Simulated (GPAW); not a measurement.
CaB2:

```
CELL_PARAMETERS angstrom
3.22643 0.00000 0.00000
-1.61322 2.79417 0.00000
0.00000 0.00000 4.06739
ATOMIC_POSITIONS crystal
Ca 0.00000 0.00000 0.00000
B 0.66667 0.33333 0.50000
B 0.33333 0.66667 0.50000
```

The cell comes from a database or a generator and needn't be the stable form of this composition.

Base run:

```yaml
Program: GPAW 26.7.0
Functional: PBE
Potentials_or_basis: GPAW PAW data sets (gpaw-data 1.2.1)
Cutoff: 800 eV
Basis: pw
k_mesh: 9 × 9 × 7
Occupations: gaussian, width 0.05 eV
Spin: no spin polarisation
```

Its results: band gap on the k mesh none (metal or under the smearing width); pressure 0.0 GPa.

Q: The run is repeated on the same cell with these changes: functional from PBE to PBEsol; potentials or basis from GPAW PAW data sets (gpaw-data 1.2.1) to PAW data sets generated in the run's folder for this functional. What comes out?

A: Band gap on the k mesh none (metal or under the smearing width); pressure -2.8 GPa.
